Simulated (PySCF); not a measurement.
# Cl4Ir ([IrCl4]+): the cost of one run

Computed with PySCF 2.14.0 and routines of our own; the level stands in each step. Atoms count from 0.

### Step 1. The system as given

5 atoms, charge 1, states of the metal's open shell are computed; geometry from: model geometry, bond lengths from ionic radii.

### Step 2. Ligand-field states: state-averaged CASSCF

The job: settings as JSON, then the geometry in Å.

```
{"job": {"kind": "lf", "basis": {"metal": "x2c-TZVPall", "ligand": "x2c-SVPall"}, "nevpt": true}, "charge": 1, "metal": "Ir", "open_shell": "d4"}
Ir     0.000000     0.000000     0.000000
Cl     1.247076     1.247076     1.247077
Cl    -1.247076    -1.247076     1.247077
Cl    -1.247076     1.247076    -1.247077
Cl     1.247076    -1.247076    -1.247077
```

With the program's defaults for keys left out, this is: state-averaged CASSCF of the metal d shell, SC-NEVPT2 on the averaged canonical orbitals, state-interaction spin-orbit coupling.

On the command line:

```
OMP_NUM_THREADS=1 python lf_run.py task.json out
```

This one command runs all jobs of the session in turn.

Q: Estimate the wall time and peak memory of this first job on 1 thread of Arm Neoverse V2, shared host.

About 21 s, with a peak of 0.42 GiB.
